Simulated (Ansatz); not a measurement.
**TaO2: energy against volume**

The task, for TaO2: follow the energy without spin against volume, then follow energy and moments against volume.

Program: Ansatz 0.2.0. Level of theory: DFT r2SCAN, scalar-relativistic, plane waves, PAW. These are calculated values, not measurements.

8 further runs of the same task are left out: 8 that didn't finish. Runs told in other sessions of the task aren't counted.

### 1 The starting structure

It takes space group P-3m1 (No. 164, trigonal). The conventional cell has a = 3.058 Å, b = 3.058 Å, c = 4.866 Å, α = 90.00°, β = 90.00°, γ = 120.00°. Around Ta (site symmetry -3m) lie 6 O at 2.07 Å. Around O (site symmetry 3m) lie 3 Ta at 2.07 Å.

As a file:

```cif
data_structure
_symmetry_space_group_name_H-M 'P 1'
_symmetry_Int_Tables_number 1
_cell_length_a 3.0581
_cell_length_b 3.0581
_cell_length_c 4.8659
_cell_angle_alpha 90.000
_cell_angle_beta 90.000
_cell_angle_gamma 120.000
_cell_volume 39.41
loop_
_atom_site_label
_atom_site_type_symbol
_atom_site_fract_x
_atom_site_fract_y
_atom_site_fract_z
_atom_site_occupancy
Ta1 Ta 0.00000 0.00000 0.00000 1
O1 O 0.33333 0.66667 0.22153 1
O2 O 0.66667 0.33333 0.77847 1
```

This cell was relaxed beforehand with the same method: volume 13.14 Å³/atom, gap on the mesh none (metal), site moments up to 0.3 μB.

The structure is invented: a known structure type filled with these elements, not a reported compound.

### 2 V/V0 = 0.8, start: no spin polarisation

Input file input.yaml:

```yaml
crystal:
  lattice:
    - [2.8389018142, 0.0, 0.0]
    - [-1.4194509071, 2.4585610899, 0.0]
    - [0.0, 0.0, 4.5171083019]
  atoms:
    - { symbol: Ta, position: [0.0, 0.0, 0.0] }
    - { symbol: O, position: [0.3333333333, 0.6666666667, 0.2215345428] }
    - { symbol: O, position: [0.6666666667, 0.3333333333, 0.7784654572] }
basis:
  ecutwfc: 500
kpoints:
  mp_grid: { grid: [18, 18, 10] }
hamiltonian:
  xc: r2scan
scf:
  occupations: { method: gaussian, width: 0.1 }
output:
  forces: true
  stress: true
  eigenvalues: true
```

Started as:

```console
$ ansatz run input.yaml --threads 1 --pin off --max-ram 2560MiB --backend cpu --events-out ev --progress --plain --runs-dir out
```

The log of the run, shortened:

```text
Warning: RAYON_NUM_THREADS=1 ignored (pool sized by the plan → 1); use --threads N
[...]
Pseudopotentials: kind: paw
Pseudopotential: Ta, paw, valence charge 13, recommended cutoff 500 eV (meta_gga), Ta.paw.azcp
Pseudopotential: O, paw, valence charge 6, recommended cutoff 500 eV (meta_gga), O.paw.azcp
Functional definition: r2SCAN
[...]
Crystal: 3 atoms, lattice volume = 31.528 Å³
Basis set: ecut = 500 eV, 785 PW (Γ), exchange–correlation on 96×96×144 points (64 copies of the dense FFT grid, shifted against one another)
Bands: 17, of which v1, the nominal top of the filled ones, is band 13 counted from 1 (12 counted from 0)
Symmetry: 12 space group operations
Space group: P-3m1 (ITA 164), of the structure as read, at distance tolerance 3.2e-5 Å
k-points: 330 of 3240
[...]
SCF iter   1: F=—  HF=-11081.943091 eV  |F-HF|=—  |Δ(HF+E_count)|=         —  Δρ=1.15e-2  dr2=2.82e-2  dr2_τ=3.11e-1  ethr=1.77e-3  ⟨swp⟩=6.0  Hψ=31000  notcnv=0
[...]
SCF iter   7: F=-11082.050699 eV  HF=-11082.050699 eV  |F-HF|=7.35e-9  |Δ(HF+E_count)|=   9.36e-8  Δρ=1.27e-5  dr2=4.65e-8  dr2_τ=2.29e-9  ethr=4.00e-10  ⟨swp⟩=5.7  Hψ=31694  notcnv=0
[...]
SCF converged after 7 iterations
Free energy (F): -11082.050699 eV
[...]
E sigma→0 (E₀):  -11082.044346 eV
Entropy (-TS):   -0.012705 eV (-4.235 meV/atom)
Fermi energy:    16.027510 eV
[...]
--- Forces (eV/Å), atoms counted from 1 ---
  atom   1  Ta     0.00000000     0.00000000     0.00000000
  atom   2  O      0.00000000    -0.00000000     5.87634223
  atom   3  O     -0.00000000     0.00000000    -5.87634223
[...]
--- Stress (GPa, compression-positive) ---
       91.721159       0.000000       0.000000
       -0.000000      91.721159      -0.000000
        0.000000      -0.000000      62.740239
  P = ⅓ Tr σ = 82.0609 GPa (820.609 kbar)
--- Band table (eV; the first three rows and the last of 330) ---
  k-point 0: bands = ["-55.8096", "-22.1948", "-21.3879", "-21.3879", "-8.7153", "-5.5037", "5.1681", "5.9578", "5.9578", "10.4198", "10.5394", "10.5394", "16.1028", "16.1028", "18.5973", "19.8437", "23.2245"]
[...]
```

It took 37 s on 1 thread of Intel Xeon at 2.50GHz (Skylake/Cascade Lake), shared host; peak memory 0.56 GiB.

This run gives -3694.0148 eV/atom at zero smearing, pressure 82.06 GPa, largest force 5.876 eV/Å and no gap on the mesh.

### 3 V/V0 = 0.86, start: no spin polarisation

Edit input.yaml of step 2 so:

```diff
@@ -2,5 +2,5 @@
   lattice:
-    - [2.8389018142, 0.0, 0.0]
-    - [-1.4194509071, 2.4585610899, 0.0]
-    - [0.0, 0.0, 4.5171083019]
+    - [2.9081704712, 0.0, 0.0]
+    - [-1.4540852356, 2.5185495066, 0.0]
+    - [0.0, 0.0, 4.6273248738]
   atoms:
```

Started as:

```console
$ ansatz run input.yaml --threads 1 --pin off --max-ram 2560MiB --backend cpu --events-out ev --progress --plain --runs-dir out
```

The log of the run, shortened:

```text
Warning: RAYON_NUM_THREADS=1 ignored (pool sized by the plan → 1); use --threads N
[...]
[... 4 set-up lines as earlier in the session ...]
[...]
Crystal: 3 atoms, lattice volume = 33.892 Å³
Basis set: ecut = 500 eV, 857 PW (Γ), exchange–correlation on 96×96×144 points (64 copies of the dense FFT grid, shifted against one another)
Bands: 17, of which v1, the nominal top of the filled ones, is band 13 counted from 1 (12 counted from 0)
[... 2 set-up lines as earlier in the session ...]
k-points: 330 of 3240
[...]
SCF iter   1: F=—  HF=-11082.900907 eV  |F-HF|=—  |Δ(HF+E_count)|=         —  Δρ=1.03e-2  dr2=2.51e-2  dr2_τ=2.46e-1  ethr=1.77e-3  ⟨swp⟩=6.0  Hψ=30815  notcnv=0
[...]
SCF iter   7: F=-11082.991133 eV  HF=-11082.991133 eV  |F-HF|=1.09e-8  |Δ(HF+E_count)|=   2.32e-8  Δρ=1.08e-5  dr2=2.80e-8  dr2_τ=2.50e-9  ethr=4.00e-10  ⟨swp⟩=8.4  Hψ=30387  notcnv=0
[...]
SCF converged after 7 iterations
Free energy (F): -11082.991133 eV
[...]
E sigma→0 (E₀):  -11082.984475 eV
Entropy (-TS):   -0.013316 eV (-4.439 meV/atom)
Fermi energy:    14.600269 eV
[...]
--- Forces (eV/Å), atoms counted from 1 ---
  atom   1  Ta     0.00000000     0.00000000     0.00000000
  atom   2  O      0.00000000     0.00000000     3.65372101
  atom   3  O     -0.00000000    -0.00000000    -3.65372101
[...]
--- Stress (GPa, compression-positive) ---
       52.475395      -0.000000       0.000000
       -0.000000      52.475395       0.000000
        0.000000       0.000000      36.998378
  P = ⅓ Tr σ = 47.3164 GPa (473.164 kbar)
--- Band table (eV; the first three rows and the last of 330) ---
  k-point 0: bands = ["-57.3212", "-23.5170", "-22.9218", "-22.9218", "-9.5369", "-6.7886", "4.4329", "5.1741", "5.1741", "9.3445", "9.3572", "9.3572", "14.6643", "14.6643", "16.8967", "18.0146", "21.2011"]
[...]
```

Wall time 40 s (1 thread of Intel Xeon at 2.50GHz (Skylake/Cascade Lake), shared host); peak memory 0.57 GiB.

Result: -3694.3282 eV/atom at zero smearing, pressure 47.32 GPa, largest force 3.654 eV/Å and no gap on the mesh.

### 4 V/V0 = 0.92, start: no spin polarisation

Edit input.yaml of step 3 so:

```diff
@@ -2,5 +2,5 @@
   lattice:
-    - [2.9081704712, 0.0, 0.0]
-    - [-1.4540852356, 2.5185495066, 0.0]
-    - [0.0, 0.0, 4.6273248738]
+    - [2.9742877732, 0.0, 0.0]
+    - [-1.4871438866, 2.5758087697, 0.0]
+    - [0.0, 0.0, 4.7325271784]
   atoms:
```

Started as:

```console
$ ansatz run input.yaml --threads 1 --pin off --max-ram 2560MiB --backend cpu --events-out ev --progress --plain --runs-dir out
```

The log of the run, shortened:

```text
[...]
SCF converged after 7 iterations
Free energy (F): -11083.495183 eV
[...]
E sigma→0 (E₀):  -11083.488227 eV
Entropy (-TS):   -0.013912 eV (-4.637 meV/atom)
Fermi energy:    13.336369 eV
[...]
--- Forces (eV/Å), atoms counted from 1 ---
  atom   1  Ta     0.00000000    -0.00000000     0.00000000
  atom   2  O      0.00000000    -0.00000000     1.91417321
  atom   3  O     -0.00000000     0.00000000    -1.91417321
[...]
--- Stress (GPa, compression-positive) ---
       24.310332       0.000000       0.000000
        0.000000      24.310332       0.000000
        0.000000      -0.000000      18.416638
  P = ⅓ Tr σ = 22.3458 GPa (223.458 kbar)
--- Band table (eV; the first three rows and the last of 330) ---
  k-point 0: bands = ["-58.6777", "-24.7291", "-24.2849", "-24.2849", "-10.2355", "-7.8660", "3.7817", "4.4866", "4.4866", "8.3300", "8.3300", "8.4005", "13.3902", "13.3902", "15.3838", "16.4229", "19.4146"]
[...]
```

Run time: 36 s. Hardware: 1 thread of Intel Xeon at 2.50GHz (Skylake/Cascade Lake), shared host; peak memory 0.58 GiB.

This run gives -3694.4961 eV/atom at zero smearing, pressure 22.35 GPa, largest force 1.914 eV/Å and no gap on the mesh.

### 5 V/V0 = 0.96, start: no spin polarisation

Edit input.yaml of step 4 so:

```diff
@@ -2,5 +2,5 @@
   lattice:
-    - [2.9742877732, 0.0, 0.0]
-    - [-1.4871438866, 2.5758087697, 0.0]
-    - [0.0, 0.0, 4.7325271784]
+    - [3.0167833399, 0.0, 0.0]
+    - [-1.5083916699, 2.61261101, 0.0]
+    - [0.0, 0.0, 4.8001438449]
   atoms:
```

Started as:

```console
$ ansatz run input.yaml --threads 1 --pin off --max-ram 2560MiB --backend cpu --events-out ev --progress --plain --runs-dir out
```

The log of the run, shortened:

```text
Warning: RAYON_NUM_THREADS=1 ignored (pool sized by the plan → 1); use --threads N
[...]
[... 4 set-up lines as earlier in the session ...]
[...]
Crystal: 3 atoms, lattice volume = 37.833 Å³
Basis set: ecut = 500 eV, 977 PW (Γ), exchange–correlation on 96×96×144 points (64 copies of the dense FFT grid, shifted against one another)
Bands: 17, of which v1, the nominal top of the filled ones, is band 13 counted from 1 (12 counted from 0)
[... 1 set-up line as earlier in the session ...]
Space group: P-3m1 (ITA 164), of the structure as read, at distance tolerance 3.4e-5 Å
k-points: 330 of 3240
[...]
SCF iter   1: F=—  HF=-11083.584366 eV  |F-HF|=—  |Δ(HF+E_count)|=         —  Δρ=8.91e-3  dr2=2.53e-2  dr2_τ=1.78e-1  ethr=1.77e-3  ⟨swp⟩=5.9  Hψ=30475  notcnv=0
[...]
SCF iter   7: F=-11083.650460 eV  HF=-11083.650460 eV  |F-HF|=2.10e-8  |Δ(HF+E_count)|=   2.82e-7  Δρ=1.08e-5  dr2=4.71e-8  dr2_τ=2.23e-9  ethr=4.00e-10  ⟨swp⟩=7.5  Hψ=28517  notcnv=0
[...]
SCF converged after 7 iterations
Free energy (F): -11083.650460 eV
[...]
E sigma→0 (E₀):  -11083.643307 eV
Entropy (-TS):   -0.014307 eV (-4.769 meV/atom)
Fermi energy:    12.570682 eV
[...]
--- Forces (eV/Å), atoms counted from 1 ---
  atom   1  Ta     0.00000000    -0.00000000     0.00000000
  atom   2  O      0.00000000    -0.00000000     0.96520198
  atom   3  O      0.00000000     0.00000000    -0.96520198
[...]
--- Stress (GPa, compression-positive) ---
       10.032455       0.000000      -0.000000
        0.000000      10.032455      -0.000000
       -0.000000      -0.000000       8.951903
  P = ⅓ Tr σ = 9.6723 GPa (96.723 kbar)
--- Band table (eV; the first three rows and the last of 330) ---
  k-point 0: bands = ["-59.5058", "-25.4803", "-25.1122", "-25.1122", "-10.6470", "-8.4922", "3.3871", "4.0734", "4.0734", "7.7171", "7.7171", "7.8325", "12.6183", "12.6183", "14.4649", "15.4721", "18.3358"]
[...]
```

It took 43 s on 1 thread of Intel Xeon at 2.50GHz (Skylake/Cascade Lake), shared host; peak memory 0.59 GiB.

Read-out: -3694.5478 eV/atom at zero smearing, pressure 9.67 GPa, largest force 0.965 eV/Å and no gap on the mesh.

### 6 V/V0 = 1.04, start: no spin polarisation

Edit input.yaml of step 5 so:

```diff
@@ -2,5 +2,5 @@
   lattice:
-    - [3.0167833399, 0.0, 0.0]
-    - [-1.5083916699, 2.61261101, 0.0]
-    - [0.0, 0.0, 4.8001438449]
+    - [3.0983572357, 0.0, 0.0]
+    - [-1.5491786178, 2.6832560761, 0.0]
+    - [0.0, 0.0, 4.9299398527]
   atoms:
```

Started as:

```console
$ ansatz run input.yaml --threads 1 --pin off --max-ram 2560MiB --backend cpu --events-out ev --progress --plain --runs-dir out
```

The log of the run, shortened:

```text
[...]
SCF converged after 7 iterations
Free energy (F): -11083.645965 eV
[...]
E sigma→0 (E₀):  -11083.638413 eV
Entropy (-TS):   -0.015104 eV (-5.035 meV/atom)
Fermi energy:    11.194298 eV
[...]
--- Forces (eV/Å), atoms counted from 1 ---
  atom   1  Ta    -0.00000000     0.00000000     0.00000000
  atom   2  O     -0.00000000    -0.00000000    -0.54097220
  atom   3  O      0.00000000     0.00000000     0.54097220
[...]
--- Stress (GPa, compression-positive) ---
      -10.766587       0.000000       0.000000
        0.000000     -10.766587      -0.000000
        0.000000      -0.000000      -4.909638
  P = ⅓ Tr σ = -8.8143 GPa (-88.143 kbar)
--- Band table (eV; the first three rows and the last of 330) ---
  k-point 0: bands = ["-61.0038", "-26.8593", "-26.6016", "-26.6016", "-11.3673", "-9.5707", "2.6777", "3.3373", "3.3373", "6.6342", "6.6342", "6.8199", "11.2308", "11.2308", "12.8115", "13.7891", "16.4048"]
[...]
```

Run time: 43 s. Hardware: 1 thread of Intel Xeon at 2.50GHz (Skylake/Cascade Lake), shared host; peak memory 0.61 GiB.

Read-out: -3694.5461 eV/atom at zero smearing, pressure -8.81 GPa, largest force 0.541 eV/Å and no gap on the mesh.

### 7 V/V0 = 1.1, start: no spin polarisation

Edit input.yaml of step 6 so:

```diff
@@ -2,5 +2,5 @@
   lattice:
-    - [3.0983572357, 0.0, 0.0]
-    - [-1.5491786178, 2.6832560761, 0.0]
-    - [0.0, 0.0, 4.9299398527]
+    - [3.1568305569, 0.0, 0.0]
+    - [-1.5784152784, 2.7338954577, 0.0]
+    - [0.0, 0.0, 5.0229794652]
   atoms:
```

Started as:

```console
$ ansatz run input.yaml --threads 1 --pin off --max-ram 2560MiB --backend cpu --events-out ev --progress --plain --runs-dir out
```

The log of the run, shortened:

```text
[...]
SCF converged after 7 iterations
Free energy (F): -11083.442081 eV
[...]
E sigma→0 (E₀):  -11083.434225 eV
Entropy (-TS):   -0.015712 eV (-5.237 meV/atom)
Fermi energy:    10.277660 eV
[...]
--- Forces (eV/Å), atoms counted from 1 ---
  atom   1  Ta     0.00000000     0.00000000     0.00000000
  atom   2  O      0.00000000     0.00000000    -1.40238093
  atom   3  O      0.00000000    -0.00000000     1.40238093
[...]
--- Stress (GPa, compression-positive) ---
      -21.423771      -0.000000       0.000000
       -0.000000     -21.423771       0.000000
        0.000000       0.000000     -12.063440
  P = ⅓ Tr σ = -18.3037 GPa (-183.037 kbar)
--- Band table (eV; the first three rows and the last of 330) ---
  k-point 0: bands = ["-62.0057", "-27.7950", "-27.5941", "-27.5941", "-11.8353", "-10.2578", "2.2051", "2.8519", "2.8519", "5.9265", "5.9265", "6.1512", "10.3069", "10.3069", "11.7118", "12.6863", "15.1256"]
[...]
```

Run time: 49 s. Hardware: 1 thread of Intel Xeon at 2.50GHz (Skylake/Cascade Lake), shared host; peak memory 0.63 GiB.

Result: -3694.4781 eV/atom at zero smearing, pressure -18.30 GPa, largest force 1.402 eV/Å and no gap on the mesh.

### 8 V/V0 = 1.18, start: no spin polarisation

Edit input.yaml of step 7 so:

```diff
@@ -2,5 +2,5 @@
   lattice:
-    - [3.1568305569, 0.0, 0.0]
-    - [-1.5784152784, 2.7338954577, 0.0]
-    - [0.0, 0.0, 5.0229794652]
+    - [3.2315760374, 0.0, 0.0]
+    - [-1.6157880187, 2.7986269426, 0.0]
+    - [0.0, 0.0, 5.1419104648]
   atoms:
```

Started as:

```console
$ ansatz run input.yaml --threads 1 --pin off --max-ram 2560MiB --backend cpu --events-out ev --progress --plain --runs-dir out
```

The log of the run, shortened:

```text
Warning: RAYON_NUM_THREADS=1 ignored (pool sized by the plan → 1); use --threads N
[...]
[... 4 set-up lines as earlier in the session ...]
[...]
Crystal: 3 atoms, lattice volume = 46.503 Å³
Basis set: ecut = 500 eV, 1165 PW (Γ), exchange–correlation on 96×96×160 points (64 copies of the dense FFT grid, shifted against one another)
Bands: 17, of which v1, the nominal top of the filled ones, is band 13 counted from 1 (12 counted from 0)
[... 1 set-up line as earlier in the session ...]
Space group: P-3m1 (ITA 164), of the structure as read, at distance tolerance 3.6e-5 Å
k-points: 330 of 3240
[...]
SCF iter   1: F=—  HF=-11082.967405 eV  |F-HF|=—  |Δ(HF+E_count)|=         —  Δρ=1.05e-2  dr2=7.39e-2  dr2_τ=1.15e-1  ethr=1.77e-3  ⟨swp⟩=5.9  Hψ=30095  notcnv=0
[...]
SCF iter   7: F=-11082.990443 eV  HF=-11082.990443 eV  |F-HF|=3.33e-8  |Δ(HF+E_count)|=   3.67e-7  Δρ=1.08e-5  dr2=5.61e-8  dr2_τ=1.09e-9  ethr=4.00e-10  ⟨swp⟩=5.4  Hψ=29775  notcnv=0
[...]
SCF converged after 7 iterations
Free energy (F): -11082.990443 eV
[...]
E sigma→0 (E₀):  -11082.982167 eV
Entropy (-TS):   -0.016552 eV (-5.517 meV/atom)
Fermi energy:    9.183671 eV
[...]
--- Forces (eV/Å), atoms counted from 1 ---
  atom   1  Ta     0.00000000    -0.00000000     0.00000000
  atom   2  O     -0.00000000    -0.00000000    -2.28406734
  atom   3  O      0.00000000     0.00000000     2.28406734
[...]
--- Stress (GPa, compression-positive) ---
      -31.124001       0.000000      -0.000000
        0.000000     -31.124001       0.000000
       -0.000000       0.000000     -18.631033
  P = ⅓ Tr σ = -26.9597 GPa (-269.597 kbar)
--- Band table (eV; the first three rows and the last of 330) ---
  k-point 0: bands = ["-63.2033", "-28.9260", "-28.7782", "-28.7782", "-12.3848", "-11.0491", "1.6407", "2.2778", "2.2778", "5.0957", "5.0957", "5.3589", "9.2045", "9.2045", "10.4046", "11.3872", "13.6071"]
[...]
```

It took 57 s on 1 thread of Intel Xeon at 2.50GHz (Skylake/Cascade Lake), shared host; peak memory 0.65 GiB.

Read-out: -3694.3274 eV/atom at zero smearing, pressure -26.96 GPa, largest force 2.284 eV/Å and no gap on the mesh.

### 9 What the volume changes

The cell is scaled evenly at fixed fractional positions; V0 is the volume of the base cell. Start: no spin polarisation.

```
V/V0  energy above the lowest (meV/atom)  pressure (GPa)
0.80                                 547            82.1
0.86                                 234            47.3
0.92                                66.0            22.3
0.96                                14.3             9.7
1.00                                0.00            -0.6
1.04                                15.9            -8.8
1.10                                84.0           -18.3
1.18                                 235           -27.0
```

### 10 V/V0 = 0.86, start: ferromagnetic

Input file input.yaml:

```yaml
crystal:
  lattice:
    - [2.9081704712, 0.0, 0.0]
    - [-1.4540852356, 2.5185495066, 0.0]
    - [0.0, 0.0, 4.6273248738]
  atoms:
    - { symbol: Ta, position: [0.0, 0.0, 0.0], spin: 1.0 }
    - { symbol: O, position: [0.3333333333, 0.6666666667, 0.2215345428] }
    - { symbol: O, position: [0.6666666667, 0.3333333333, 0.7784654572] }
basis:
  ecutwfc: 500
kpoints:
  mp_grid: { grid: [18, 18, 10] }
hamiltonian:
  xc: r2scan
scf:
  occupations: { method: gaussian, width: 0.1 }
output:
  forces: true
  stress: true
  eigenvalues: true
  populations: true
magnetization:
  spin_polarized: true
```

Started as:

```console
$ ansatz run input.yaml --threads 1 --pin off --max-ram 2560MiB --backend cpu --events-out ev --progress --plain --runs-dir out
```

The log of the run, shortened:

```text
Warning: RAYON_NUM_THREADS=1 ignored (pool sized by the plan → 1); use --threads N
[...]
[... 4 set-up lines as earlier in the session ...]
[...]
Crystal: 3 atoms, lattice volume = 33.892 Å³
Basis set: ecut = 500 eV, 857 PW (Γ), exchange–correlation on 96×96×144 points (64 copies of the dense FFT grid, shifted against one another)
Bands: 17, of which v1, the nominal top of the filled ones, is band 13 counted from 1 (12 counted from 0)
[... 2 set-up lines as earlier in the session ...]
Magnetic group: BNS 164.85 (UNI 1315), of the structure as read, at distance tolerance 3.2e-5 Å
k-points: 330 of 3240
[...]
Starting moments: Σ|m| = 1 μB on 1 of 3 sites
[...]
Free energy (F): -11082.997807 eV
[...]
E sigma→0 (E₀):  -11082.994159 eV
Entropy (-TS):   -0.007297 eV (-2.432 meV/atom)
Fermi energy:    14.584396 eV
[...]
--- Forces (eV/Å), atoms counted from 1 ---
  atom   1  Ta     0.00000000    -0.00000000     0.00000000
  atom   2  O      0.00000000     0.00000000     3.56681328
  atom   3  O     -0.00000000    -0.00000000    -3.56681328
[...]
--- Stress (GPa, compression-positive) ---
       53.223146       0.000000       0.000000
       -0.000000      53.223146       0.000000
        0.000000       0.000000      36.228536
  P = ⅓ Tr σ = 47.5583 GPa (475.583 kbar)
--- Band table (eV; the first three rows and the last of 660) ---
  k-point 0 ↑: bands = ["-57.3807", "-23.6252", "-23.0187", "-23.0187", "-9.5649", "-6.8143", "4.3679", "5.1353", "5.1353", "9.3034", "9.3281", "9.3281", "14.4108", "14.4108", "16.7697", "17.9070", "21.1478"]
[...]
--- Löwdin populations: 3 sites ---
  site symbol       q [e]    m [muB]
     0     Ta     11.5971     0.3460
     1      O      6.6326     0.0345
     2      O      6.6326     0.0345
  spilling = 0.005502 (of n_electrons = 25.000000)
```

It took 2.9 min on 1 thread of Intel Xeon at 2.50GHz (Skylake/Cascade Lake), shared host; peak memory 0.74 GiB.

Read-out: -3694.3314 eV/atom at zero smearing, pressure 47.56 GPa, largest force 3.567 eV/Å and no gap on the mesh. Site moments in spheres: Ta +0.15 μB; cell moment 0.43 μB. The log warns that the state wasn't tested for a lower one.

These runs hit the time limit and are left out: V/V0 = 0.8; V/V0 = 0.92; V/V0 = 0.96; V/V0 = 1; V/V0 = 1.04; V/V0 = 1.1; V/V0 = 1.18.

### 11 Summary of results

| quantity | value |
| --- | --- |
| lowest point, start “no spin polarisation” | V/V0 = 1.00 |
| volume: V/V0 = 0.86 | pressure 47.6 GPa, no gap on the mesh, moments Ta +0.15 μB |

For the start “no spin polarisation” the lowest point lies at V/V0 = 1.00. The pressure passes through zero near V/V0 = 0.998, about 13.11 Å³/atom. The base cell is magnetic, so this curve without spin is not the ground state's. Other magnetic orders or occupations could lie lower; they were not searched in full. Spin-orbit coupling is left out for Ta. The small moment in this metal comes from r2SCAN alone, which enlarges such moments; no other functional was run here. Some metallic runs here have no spin polarisation while others do; where cell and settings agree, the difference is what magnetism gains.
